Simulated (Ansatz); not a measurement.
# GaSb: the cost of one run

Computed with Ansatz 0.2.0 (DFT LDA, scalar-relativistic, plane waves, PAW, unless a step's input says otherwise).

The COD entry's cell or inner coordinates are ideal or old and differ from later refinements, so a difference from it is no clean test against experiment.

5 further runs of the same task are left out: 2 that didn't finish, 3 set aside as unsound or not needed.

## (1) The system as given

It takes space group F-43m (No. 216, cubic). Conventional cell: a = 6.050 Å, b = 6.050 Å, c = 6.050 Å, α = 90.00°, β = 90.00°, γ = 90.00°. Ga (site symmetry -43m) has 4 Sb at 2.62 Å as nearest neighbours. Around Sb (site symmetry -43m) lie 4 Ga at 2.62 Å.

Structure file:

```cif
data_structure
_symmetry_space_group_name_H-M 'F-43m'
_symmetry_Int_Tables_number 216
_cell_length_a 6.0501
_cell_length_b 6.0501
_cell_length_c 6.0501
_cell_angle_alpha 90.000
_cell_angle_beta 90.000
_cell_angle_gamma 90.000
_cell_volume 221.46
loop_
_atom_site_label
_atom_site_type_symbol
_atom_site_symmetry_multiplicity
_atom_site_Wyckoff_symbol
_atom_site_fract_x
_atom_site_fract_y
_atom_site_fract_z
_atom_site_occupancy
Ga1 Ga 4 a 0.00000 0.00000 0.00000 1
Sb1 Sb 4 c 0.25000 0.25000 0.25000 1
```

It is the result of an earlier relaxation at this level (volume 27.68 Å³/atom; gap on the mesh: none (metal)).

## (2) Relaxing at 1 GPa

What is minimised here is the enthalpy; the energy can go up as the cell is squeezed.

The input, input.yaml:

```yaml
crystal:
  lattice:
    - [0.0, 3.0250672255, 3.0250672255]
    - [3.0250672255, 0.0, 3.0250672255]
    - [3.0250672255, 3.0250672255, 0.0]
  atoms:
    - { symbol: Ga, position: [0.0, 0.0, 0.0] }
    - { symbol: Sb, position: [0.75, 0.75, 0.75] }
basis:
  ecutwfc: 420
kpoints:
  mp_grid: { grid: [12, 12, 12] }
hamiltonian:
  xc: lda
scf:
  occupations: { method: fermi_dirac, width: 0.15 }
output:
  forces: true
  stress: true
  eigenvalues: true
relax:
  adjacent_minimum: "off"
  f_tol: 0.001
  max_steps: 60
  cell: { stress_tol: 0.02, p_target: 1.0 }
```

Launch:

```console
$ ansatz run input.yaml --threads 1 --pin off --max-ram 3072MiB --backend cpu --events-out ev --progress --plain --runs-dir out
```

What time and memory should one allow on 1 thread of AMD EPYC 7R43 (Zen 3), shared host?

About 22 s, with a peak of 0.44 GiB.
